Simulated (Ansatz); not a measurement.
**GdN (rocksalt): a single-point run**

Wanted: a converged single-point run for GdN (rocksalt), and a check of what comes out. The structure is shown as the input types it.

Computed with Ansatz 0.2.0 (DFT r2SCAN, scalar-relativistic, plane waves, PAW, unless a step's input says otherwise).

3 further runs of the same task are left out: 1 that didn't finish, 2 set aside as unsound or not needed.

## Step 1: The starting structure

The structure is cubic, space group Fm-3m (No. 225). Conventional cell: a = 4.973 Å, b = 4.973 Å, c = 4.973 Å, α = 90.00°, β = 90.00°, γ = 90.00°. Gd (site symmetry m-3m) has 6 N at 2.49 Å as nearest neighbours. N (site symmetry m-3m) has 6 Gd at 2.49 Å as nearest neighbours.

Coordinates:

```xyz
2
Lattice="0.0000 2.4866 2.4866 2.4866 0.0000 2.4866 2.4866 2.4866 0.0000" Properties=species:S:1:pos:R:3 pbc="T T T"
Gd    2.4866    2.4866    2.4866
N     0.0000    0.0000    0.0000
```

## Step 2: The run

The input, input.yaml:

```yaml
crystal:
  lattice:
    - [0.0, 2.486553367, 2.486553367]
    - [2.486553367, 0.0, 2.486553367]
    - [2.486553367, 2.486553367, 0.0]
  atoms:
    - { symbol: Gd, position: [0.5, 0.5, 0.5], spin: 7.0 }
    - { symbol: "N", position: [0.0, 0.0, 0.0] }
basis:
  ecutwfc: 500
  ecutrho_ratio: 4
kpoints:
  mp_grid: { grid: [12, 12, 12] }
hamiltonian:
  xc: r2scan
scf:
  max_iter: 50
output:
  forces: true
  stress: true
magnetization:
  spin_polarized: true
```

Run with:

```console
$ ansatz run input.yaml --threads 2 --pin off --max-ram 3072MiB --backend cpu --events-out ev --progress --plain --runs-dir out
```

Q: Will this input give a usable result? If not, why, and what should change?

The program refused the input before any cycle. The line that matters: «`scf.occupations.method` is required: fixed only where the cell keeps a band gap throughout the run, explicit beside scf.occupations.values (under evaluate: without them) ...»

In the input, scf.occupations.method is missing; scf.occupations.width is missing. A block that this kind of run needs isn't there.

The cure: set scf.occupations.method to gaussian and scf.occupations.width to 0.05.
